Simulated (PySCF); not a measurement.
# A diatomic session: TiCl−

One job finds the state of TiCl−, follows it along the bond with each method and fits the curves.

The runs use PySCF 2.14.0; Ti def2-TZVPPD, Cl def2-TZVPPD, no relativity.

## (1) Input

The job is set up so:

| Quantity | Value |
| --- | --- |
| atoms | Ti, Cl |
| charge | -1 |
| basis | Ti def2-TZVPPD, Cl def2-TZVPPD |
| Hamiltonian | no relativity |
| basis functions | 118 |
| electrons treated | 40 |
| masses in u | 47.9479, 34.9689 |
| levels | PBE0, PBE, r²SCAN, M06-2X, BP86, LDA, MN15, BLYP, HSE06, HF, MP2, SCS-MP2 |
| grid | 80 radial by 434 angular points |
| occupations | held fixed by the projection of orbital angular momentum |
| dissociation limit | Ti + Cl−, each in its ground configuration |
| starting distance in angstrom | 2.335 |
| values of 2S to try | 0, 2, 4 |

Started as:

```bash
$ OMP_NUM_THREADS=2 python dia.py task.json out
```

After this run come: PBE0 along the bond; Other states along the same grid; PBE; r²SCAN (meta-GGA); M06-2X (hybrid meta-GGA); BP86 (GGA); LDA (local density); MN15 (hybrid meta-GGA); BLYP (GGA); HSE06 (range-separated hybrid); ROHF (mean field).

Q: Predict the outcome of this session. Wanted: for each run, Re; ωe; De; μ.

**Answer**, as computed:

Lowest PBE0 solution found, without spin–orbit coupling: triplet, unpaired electrons π ↑, δ ↑. State 2 has its PBE0 minimum 0.05 eV higher. State 3 has its PBE0 minimum 0.22 eV higher, as a spin-mixed determinant (⟨S²⟩ = 2.48), so this is no gap between pure states. State 4 has its PBE0 minimum 0.31 eV higher. The other levels ran on the lowest alone.

```
       level  Re (Å)  ωe (cm⁻¹)  De (eV)  μ (D)
        ROHF   2.505      275.2     1.54   3.20
    ROHF-MP2   2.403        301     1.78    n/a
ROHF-SCS-MP2   2.430      292.9     1.70    n/a
         LDA   2.258        360     2.75   2.91
         PBE   2.327        325     2.30   3.10
        BLYP   2.362        309     1.98   2.54
        BP86   2.330        324     2.25   3.05
      r²SCAN   2.341        328     2.37   3.70
        PBE0   2.360        319     2.08   3.10
       HSE06   2.360        319     2.08   3.02
        MN15   2.340        330     2.35   2.46
      M06-2X   2.404        307     1.91   2.34
```

De is counted to Ti + Cl− in their ground configurations. A positive dipole points from Ti to Cl; in an ion it is taken about the centre of mass and does not tell which atom is negative. ⟨S²⟩ is off the pure value of 2.00 by over a tenth at r²SCAN 2.27.

**Reading.** Bond lengths run from 2.258 Å (LDA) to 2.505 Å (ROHF). Among the levels with a De in the table, it runs from 1.54 eV (ROHF) to 2.75 eV (LDA).

Correlated steps freeze 10 core orbitals. With d or f electrons several states lie close, and the lowest PBE0 determinant need not be the measured ground state. With some functionals the highest level of the anion is positive, from self-interaction error or because the anion is truly unbound there; the finite basis then holds the extra electron, and no neutral molecule was run to test the binding.
